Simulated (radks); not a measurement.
# Ionisation of Re²⁺: one atom, several choices of relativity

An exercise on one series of results from a longer session: the logs are not shown, and one member is left open.

The numbers are computed with radks (a radial shooting solver on a logarithmic mesh, Libxc functionals) version 1 (Kohn-Sham, PBEsol, spin-unpolarised, spherical densities), except any that are marked as measured or tabulated.

## What is computed

- element: rhenium (Z = 75)
- charge: +2
- electrons: 73
- configuration: [Xe] 4f14 5d5
- ion: Re³⁺, [Xe] 4f14 5d4
- choices: non-relativistic; scalar-relativistic; Dirac, 2j+1 shares; Dirac, low j first; scalar-relativistic, finite nucleus; Dirac, 2j+1 shares, finite nucleus; Dirac, c × 2; Dirac, c × 3; Dirac, c × 0.75

Set-up of the first run:

Settings of this run:

```text
Z 75
configuration [Xe] 4f14 5d5 6s0 6p0
relativity non-relativistic
functional pbe_sol,pbe_sol
spin unpolarised
nucleus point
```

Steps of the session up to this table: non-relativistic: Re²⁺.

One table of the session follows, with a row left open; its other results are not shown here.

It belongs to the step «non-relativistic: Re²⁺». Sizes of the orbitals, from the radial functions (bohr):

```
level     <r>  outermost maximum (interpolated)  90 % within  nodes
   4p       ?                                 ?            ?      ?
   4d  0.5024                             0.446        0.751      1
   5s   1.137                              1.03         1.63      4
   4f  0.5637                             0.410        0.921      0
   5p   1.252                              1.10         1.82      3
   5d   1.744                              1.39         2.69      2
   6s   2.947                              2.62         4.24      5
   6p   3.513                              3.10         5.08      4
```

**Question.** Estimate the row for 4p.

As computed: <r>: 0.4878; outermost maximum (interpolated): 0.450; 90 % within: 0.707; nodes: 2. In the column «<r>» it is the lowest.

To keep in mind: Spin polarisation and multiplet splitting of open shells are left out at every level.
